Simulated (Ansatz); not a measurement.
What does this script print? It uses Ansatz 0.2.0, Python API.

Input file `ni3ge.xyz`:
```text
4
Lattice="3.53033411 0.0 0.0 0.0 3.53033411 0.0 0.0 0.0 3.53033411" Properties=species:S:1:pos:R:3:initial_magmoms:R:1 pbc="T T T"
Ni    1.76516705    0.00000000    1.76516705  1.50
Ni    0.00000000    1.76516705    1.76516705  1.50
Ni    1.76516705    1.76516705    0.00000000  1.50
Ge    0.00000000    0.00000000    0.00000000  0.00
```

`ni3ge.py`:
```python
import warnings

import ansatz as az
import numpy as np

FUNCTIONAL = "lda"
OCCUPATIONS = "fermi_dirac"
SCF_TOL = 1e-10
EXTRA_BANDS = 14

warnings.simplefilter("ignore", az.DeckWarning)

system = az.Crystal.from_extxyz("ni3ge.xyz")

calc = (
    system.calculation()
    .functional(FUNCTIONAL)
    .basis(31 * az.Ry)
    .kpoints(6, center="gamma")
    .occupations(OCCUPATIONS)
    .spin(az.SpinTreatment.COLLINEAR)
    .scf(tolerance=SCF_TOL)
    .scf(extra_bands=EXTRA_BANDS)
    .density_of_states(projected=True, method="smearing", broadening_width=0.15, energy_step=0.1)
)
result = calc.run(threads=1, backend="cpu")
summary = result.report

dos = result.density_of_states()
energy = np.asarray(dos.energies_ev) - dos.fermi_ev
curves = {}
for site in result.projected_density_of_states().sites:
    for shell in site.shells:
        weight = sum(np.sum(curve.g_bin_mean_per_ev, axis=0) for curve in shell.curves)
        name = f"{site.species} {shell.label}"
        curves[name] = curves.get(name, 0) + weight

step = energy[1] - energy[0]
windows = [(-10, -5), (-5, 0), (0, 6)]
print("states by shell in windows of E - E_F (eV):", windows)
for name, g in curves.items():
    print(f"{name:8s}", " ".join(f"{step * g[(energy >= a) & (energy < b)].sum():8.3f}" for a, b in windows))
filled = (energy < 0) & (energy > -10)
for name, g in curves.items():
    if g[filled].sum() * step > 0.5:
        print(f"centre of {name}: {np.average(energy[filled], weights=g[filled]):.2f} eV")
```

```console
$ python ni3ge.py
RunWarning: the starting moments were not kept: the SCF closed with an absolute magnetisation of 3.2e-9 μB, where they sum to 4.5 μB in size (3 sites). That is at most 0.1 of that sum. Measured as [...]
states by shell in windows of E - E_F (eV): [(-10, -5), (-5, 0), (0, 6)]
Ni 3S       0.012    0.002    0.007
Ni 4S       0.746    0.904    1.544
Ni 3P       0.019    0.025    0.009
Ni 3D       0.829   26.000    2.668
Ge 4S       0.588    0.193    0.387
Ge 4P       1.268    1.555    1.948
Ge 3D       0.001    0.007    0.002
centre of Ni 4S: -4.48 eV
centre of Ni 3D: -2.11 eV
centre of Ge 4S: -6.93 eV
centre of Ge 4P: -4.67 eV
```
(Warnings from the package without file and line, shortened.)

What to keep in mind:
- The SCF didn't keep the moments it started from (some shrank, vanished or turned); what is printed is the state reached.
- For a metal this k-point mesh is coarse: on a finer one energies can move by several to tens of meV an atom and pressures by half a GPa or more, differences at one mesh by less.
- The structure comes from a database of computed cells and needn't be a stable or known phase.
- Curves are summed over the cell's atoms. Only shells that the potentials hold have channels, so projections don't add up to the total, least of all where a shell is missing (p of most metals); heights and places of peaks move with the mesh.
- The density of states is complete only as far up as bands were computed.
- A band centre counts only the states inside the window taken.
- The script silences the warnings on its input, which a real study should read.
- Run time: 9.1 s on 1 thread of Arm Neoverse V2 (shared host), peak memory 0.46 GiB.
